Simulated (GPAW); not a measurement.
Runs of GPAW 26.7.0 on CsLiCr2Te2S3. It takes space group P3m1 (No. 156, trigonal). The conventional cell has a = 3.604 Å, b = 3.604 Å, c = 19.067 Å, α = 90.00°, β = 90.00°, γ = 120.00°. Around Cs (site symmetry 3m) lie 3 S at 3.38 Å and 6 Cs at 3.60 Å and 3 Te at 3.77 Å. Li (site symmetry 3m) has 6 S at 2.63 to 2.66 Å as nearest neighbours. Cr (site symmetry 3m) is surrounded by 3 S at 2.40 Å and 3 Te at 2.74 Å. Cr (site symmetry 3m) is surrounded by 6 S at 2.43 to 2.45 Å. Te (site symmetry 3m) has 6 Te at 3.60 Å and 3 Cs at 3.77 Å as nearest neighbours. Te (site symmetry 3m) is surrounded by 3 Cr at 2.74 Å. S (site symmetry 3m) is surrounded by 3 Cr at 2.45 Å and 3 Li at 2.63 Å. S (site symmetry 3m) is surrounded by 3 Cr at 2.40 Å and 3 Li at 2.66 Å. The cell was built by a generator and needn't be a form met in nature.

```csv
task,spin,k mesh,ranks,band path,band points,spin axis theta (degrees),spin axis phi (degrees),gap on the mesh (eV),pressure (GPa),moment (μB),largest force (eV/Å)
single point,"collinear, ferromagnetic start",6 × 6 × 1,4,-,-,-,-,none,0.1,5.68,0.13
band structure,"collinear, ferromagnetic start",9 × 9 × 2,8,"GMKGALHA,LM,KH",100,-,-,-,0.1,5.65,0.10
band structure,"collinear, ferromagnetic start, SOC",9 × 9 × 2,8,"GMKGALHA,LM,KH",100,54.7,45,-,0.1,5.65,0.10
single point,"collinear, antiferromagnetic start",6 × 6 × 1,4,-,-,-,-,none,0.1,0.28,(a)
```

Alike in all rows: level PBE; potentials or basis GPAW PAW data sets (gpaw-data 1.2.1), pw; cell as given; cutoff (eV) 800; smearing fermi-dirac 0.05 eV.

**Question.** Estimate the missing entries.

**Answer.** (a) 0.12.

Caveats: spin-orbit coupling is left out, which moves the levels of the heavy elements (some runs); spin-orbit coupling was added after a scalar SCF, so levels and gaps hold it while energy, forces, pressure and moments don't (some runs); this program's spin-orbit splittings come out too wide for heavy elements (some runs).

A k mesh can miss the band edges, and rows without SOC leave out spin-orbit coupling on Cs, Te.

A gap of «none» marks a metal or a gap under the smearing width.
